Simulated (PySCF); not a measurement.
# SnH3(NHMe) (CH7NSn): electronic structure in real space

For SnH3(NHMe) (CH7NSn), the scripts below see where an electron leaves and enters and analyse its density (charges, bond critical points, surface potential).

Method: levels as typed in each script, gas phase, geometry from GFN2-xTB; program: PySCF 2.14.0.

### Step 1. Where the work starts

10 atoms, charge 0, spin multiplicity 1.

Bond lengths: Sn1–H2 1.653 Å, Sn1–H3 1.654 Å, Sn1–H4 1.682 Å, Sn1–N5 2.008 Å, N5–C6 1.447 Å, N5–H7 1.012 Å, C6–H8 1.095 Å, C6–H9 1.088 Å, C6–H10 1.090 Å. Angles: H2–Sn1–H3 111.8°, H2–Sn1–H4 110.3°, H2–Sn1–N5 104.3°, H3–Sn1–H4 108.3°, H3–Sn1–N5 104.9°, H4–Sn1–N5 117.2°, Sn1–N5–C6 122.1°, Sn1–N5–H7 113.9°, C6–N5–H7 109.4°, N5–C6–H8 113.8°, N5–C6–H9 109.2°, N5–C6–H10 109.1°, H8–C6–H9 108.1°, H8–C6–H10 108.3°, H9–C6–H10 108.2°.

Coordinates:

```mol
CH7NSn
  3D, bonds by distance, orders not assigned

 10  9  0  0  0  0  0  0  0  0999 V2000
   -0.5996   -0.0312    0.0025 Sn  0  0
   -1.4957    1.3462   -0.1814 H   0  0
   -0.7814   -1.0595   -1.2805 H   0  0
   -1.0602   -0.8452    1.4005 H   0  0
    1.3035    0.5983   -0.1079 N   0  0
    2.4225   -0.3100    0.0244 C   0  0
    1.4881    1.4395    0.4227 H   0  0
    2.5969   -0.6499    1.0509 H   0  0
    2.2470   -1.1860   -0.5968 H   0  0
    3.3273    0.1840   -0.3307 H   0  0
  1  2  8  0
  1  3  8  0
  1  4  8  0
  1  5  8  0
  5  6  8  0
  5  7  8  0
  6  8  8  0
  6  9  8  0
  6 10  8  0
M  END
```

### Step 2. Removing and adding an electron (PBE0/def2-svpd)

Contents of input.py:

```python
import numpy as np
from pyscf import gto, scf, dft
from pyscf.scf import atom_ks, atom_hf
from scipy.linalg import block_diag

def solve(mol, dm0=None, hcore=None):
    mf = (dft.UKS if mol.spin else dft.RKS)(mol, xc='pbe0')
    mf.grids.level = 3
    mf = mf.density_fit(auxbasis='def2-universal-jkfit')
    mf.conv_tol, mf.max_cycle = 1e-8, 80
    if hcore is not None:
        mf.get_hcore = lambda *args: hcore
    mf.kernel(dm0)
    if not mf.converged:
        mf = mf.newton().run(mf.mo_coeff, mf.mo_occ, max_cycle=30)
    assert mf.converged, 'SCF not converged'
    return mf

mol = gto.M(atom='''
Sn    -0.59963    -0.03115     0.00248
H     -1.49568     1.34619    -0.18142
H     -0.78137    -1.05945    -1.28046
H     -1.06019    -0.84524     1.40050
N      1.30351     0.59830    -0.10788
C      2.42249    -0.30998     0.02441
H      1.48808     1.43954     0.42274
H      2.59690    -0.64988     1.05090
H      2.24700    -1.18596    -0.59676
H      3.32727     0.18401    -0.33074
''', basis='def2-svpd', ecp={'Sn': 'def2-svpd'}, charge=0, spin=0, verbose=4)
mf = solve(mol)
out = dict(e0=mf.e_tot, dm0=mf.make_rdm1(), c=mf.mo_coeff, occ=mf.mo_occ, eps=mf.mo_energy)
for name, dq, spin in [('cation', 1, 1), ('anion', -1, 1)]:
    ion = mol.copy().set(charge=mol.charge + dq, spin=spin).build()
    mi = solve(ion)
    if spin and dq > 0 and mol.nao < 130:
        c, _, stable, _ = mi.stability(return_status=True)
        if not stable:
            mi = solve(ion, mi.make_rdm1(c, mi.mo_occ))
    print(name, 'vertical energy change / eV', (mi.e_tot - mf.e_tot) * 27.211386)
    out.update({'e_' + name: mi.e_tot, 'dm_' + name: mi.make_rdm1(), 's2_' + name: mi.spin_square()[0], 'eps_' + name: mi.mo_energy, 'occ_' + name: mi.mo_occ})
# spherically averaged free atoms, for the promolecule
atom_ks.AtomSphAverageRKS.init_guess_by_vsap = lambda self, mol=None: self.init_guess_by_minao(mol)  # core potentials
atm = atom_ks.get_atm_nrks(mol, xc='pbe0')
pro = block_diag(*[(atm[a[0]][2] * atm[a[0]][3]) @ atm[a[0]][2].T for a in mol._atom])
np.savez('result.npz', pro=pro, **out)
```

Launch:

```bash
> OMP_NUM_THREADS=1 python input.py
```

### Step 4. Density, bond paths and surface potential (B3LYP/def2-svpd)

Contents of input.py:

```python
import numpy as np
from pyscf import gto, scf, dft
from pyscf.scf import atom_ks, atom_hf
from scipy.linalg import block_diag

def solve(mol, dm0=None, hcore=None):
    mf = (dft.UKS if mol.spin else dft.RKS)(mol, xc='b3lyp')
    mf.grids.level = 3
    mf = mf.density_fit(auxbasis='def2-universal-jkfit')
    mf.conv_tol, mf.max_cycle = 1e-8, 80
    if hcore is not None:
        mf.get_hcore = lambda *args: hcore
    mf.kernel(dm0)
    if not mf.converged:
        mf = mf.newton().run(mf.mo_coeff, mf.mo_occ, max_cycle=30)
    assert mf.converged, 'SCF not converged'
    return mf

mol = gto.M(atom='''
Sn    -0.59963    -0.03115     0.00248
H     -1.49568     1.34619    -0.18142
H     -0.78137    -1.05945    -1.28046
H     -1.06019    -0.84524     1.40050
N      1.30351     0.59830    -0.10788
C      2.42249    -0.30998     0.02441
H      1.48808     1.43954     0.42274
H      2.59690    -0.64988     1.05090
H      2.24700    -1.18596    -0.59676
H      3.32727     0.18401    -0.33074
''', basis='def2-svpd', ecp={'Sn': 'def2-svpd'}, charge=0, spin=0, verbose=4)
mf = solve(mol)
mf.analyze()
# spherically averaged free atoms, for the promolecule
atom_ks.AtomSphAverageRKS.init_guess_by_vsap = lambda self, mol=None: self.init_guess_by_minao(mol)  # core potentials
atm = atom_ks.get_atm_nrks(mol, xc='b3lyp')
pro = block_diag(*[(atm[a[0]][2] * atm[a[0]][3]) @ atm[a[0]][2].T for a in mol._atom])
np.savez('result.npz', e=mf.e_tot, c=mf.mo_coeff, occ=mf.mo_occ, eps=mf.mo_energy, pro=pro, dip=mf.dip_moment(verbose=0), s2=mf.spin_square()[0])
```

(Steps that only read results are left out.)

Before running it: what results should come out? Wanted: vertical ionisation energy; dipole moment; HOMO, LUMO.

The runs gave:

| quantity | value |
| --- | --- |
| vertical ionisation energy (PBE0/def2-svpd) | 8.52 eV |
| dipole moment (B3LYP/def2-svpd) | 0.83 D |
| HOMO, LUMO (B3LYP/def2-svpd) | -6.26, -0.26 eV |

What this shows: The ionisation energy from two SCF runs, 8.52 eV, lies 2.0 eV above −ε(HOMO) = 6.47 eV of the same level, PBE0/def2-svpd, since self-interaction lifts this functional's HOMO. At B3LYP/def2-svpd: The highest Hirshfeld charge is on Sn1 (+0.45 e), the lowest on N5 (−0.26 e). All values hold at the given geometry, in the gas phase.
